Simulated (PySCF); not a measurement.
# Cd2 with other numerical set-ups

Which parts of the numerical set-up matter for Cd2? Each run edits the base script.

Program: PySCF 2.14.0. Level of theory: each script names its method and basis. These are calculated values, not measurements.

### 1 The starting structure

Cd2: 2 atoms, charge 0, spin multiplicity 1.

No contacts short enough for the rule that draws bonds.

### 2 The run that the others are compared with

Contents of input.py:

```python
from pyscf import gto, dft
from pyscf.geomopt.geometric_solver import optimize

mol = gto.M(
    atom='Cd 0 0 0; Cd 0 0 3.22',
    basis='3-21g',
    charge=0,
    spin=0,
    verbose=4,
)
mf = dft.RKS(mol, xc='scan')
mf.kernel()
g = mf.nuc_grad_method()
g.grid_response = True
mol_eq = optimize(g.as_scanner(), maxsteps=30)
print('optimised geometry (angstrom)')
print(mol_eq.tostring('raw'))
print('orbital energies (hartree):', mf.mo_energy[..., max(0, mol.nelec[1]-3):mol.nelec[0]+3].round(4))
```

Command:

```sh
OMP_NUM_THREADS=1 python input.py
```

Its log is not repeated here.

In short: at the starting geometry E(SCF) = -10885.293522 Eh, 8 cycles, optimised bond 3.206 Å in 4 steps; the optimisation lowers the energy by 0.000 eV.

No relativity is included for the heavy element.

### 3 Def2-tzvp (core potential on)

Edit 1 changes basis set: 3-21g → def2-tzvp; core potential: off → on. The core potential changes with it: totals don't compare.

Contents of input.py:

```python
from pyscf import gto, dft
from pyscf.geomopt.geometric_solver import optimize

mol = gto.M(
    atom='Cd 0 0 0; Cd 0 0 3.22',
    basis='def2-tzvp',
    ecp={'Cd': 'def2-tzvp'},
    charge=0,
    spin=0,
    verbose=4,
)
mf = dft.RKS(mol, xc='scan')
mf.kernel()
g = mf.nuc_grad_method()
g.grid_response = True
mol_eq = optimize(g.as_scanner(), maxsteps=30)
print('optimised geometry (angstrom)')
print(mol_eq.tostring('raw'))
print('orbital energies (hartree):', mf.mo_energy[..., max(0, mol.nelec[1]-3):mol.nelec[0]+3].round(4))
```

Command:

```sh
OMP_NUM_THREADS=1 python input.py
```

### 4 Integration grid 2

Edit 2 changes integration grid: default → 2.

input.py: that of step 2 with these lines changed.

```diff
@@ -11,2 +11,3 @@
 mf = dft.RKS(mol, xc='scan')
+mf.grids.level = 2
 mf.kernel()
```

What does the calculation give? Wanted: for each run, E(SCF); from base; gap; after the SCF.

As calculated:

```
                          run  E(SCF) (hartree)  from base (eV)  cycles  gap (eV)  functions            after the SCF
                         base     -10885.293522               0       8      2.98         72   bond 3.206 Å, 0.000 eV
def2-tzvp (core potential on)       -335.639765  not comparable      10      3.80         80  bond 3.390 Å, -0.006 eV
           integration grid 2     -10885.099675         +5.2749       8      2.98         72   bond 3.199 Å, 0.000 eV
```

SCF columns refer to the geometry typed in the script.

What this shows: Total energies from different bases, Hamiltonians or methods carry different errors, so properties are taken as differences within one set-up.
